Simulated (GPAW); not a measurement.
**CH3AlClN (SMILES C#[N+][AlH2-][Cl]) at RPBE/real-space grid (scalar-relativistic datasets)**

Aim: ionisation energies of CH3AlClN. Input form: an ASE script.

Program for the calculation: GPAW 26.7.0.

7 further runs of the same task are left out: 4 that didn't finish, 3 set aside as unsound or not needed.

### Step 1. The system as given

The species is CH3AlClN (7 atoms), meant as a singlet with charge 0. SMILES: `C#[N+][AlH2-][Cl]`. The shape comes from GFN2-xTB, which is rough for such elements, and wasn't checked as a minimum.

Bond lengths: C1–N2 1.139 Å, N2–Al3 2.024 Å, Al3–Cl4 2.036 Å, C1–H5 1.060 Å, Al3–H6 1.548 Å, Al3–H7 1.548 Å. Angles: C1–N2–Al3 178.9°, N2–Al3–Cl4 101.4°, N2–C1–H5 179.6°, N2–Al3–H6 95.5°, N2–Al3–H7 95.1°, Cl4–Al3–H6 118.4°, Cl4–Al3–H7 118.3°, H6–Al3–H7 118.5°.

### Step 2. Ionisation energies at RPBE/real-space grid (scalar-relativistic datasets)

Contents of run.xyz:

```xyz
7

C     -0.677630    -1.157530    -1.371100
N     -0.265780    -0.496330    -0.540090
Al     0.501570     0.676920     0.919480
Cl    -0.572470     2.388010     0.667960
H     -1.056370    -1.778880    -2.141480
H      0.118150    -0.267100     2.084790
H      1.952540     0.634910     0.380440
```

Contents of calc.py:

```python
from ase.io import read
from gpaw import GPAW

# Set up the molecule
mol = read("run.xyz")
mol.center(vacuum=4.5)

energies = {}
for name, charge, unpaired in [("neutral", 0, 0), ("oxidised", 1, 1)]:
    mol.set_initial_magnetic_moments([unpaired / len(mol)] * len(mol))
    calc = GPAW(mode="fd",
                xc="RPBE",
                maxiter=100,
                h=0.18,
                occupations={"name": "fermi-dirac", "width": 0.0, "fixmagmom": unpaired > 0},
                charge=charge,
                symmetry="off",
                txt=f'{name}.txt')
    mol.calc = calc
    energies[name] = mol.get_potential_energy()
    print(f'{name:10} {energies[name]:12.5f} eV')

ip = energies["oxidised"] - energies["neutral"]
print(f"Vertical IP             {ip:.3f} eV")
```

Command:

```sh
python calc.py > calc.log
```

What values should one expect? Wanted: first ionisation energy.

Computed results:

At RPBE/real-space grid (scalar-relativistic datasets):

| quantity | value |
| --- | --- |
| first ionisation energy | 9.33 eV |
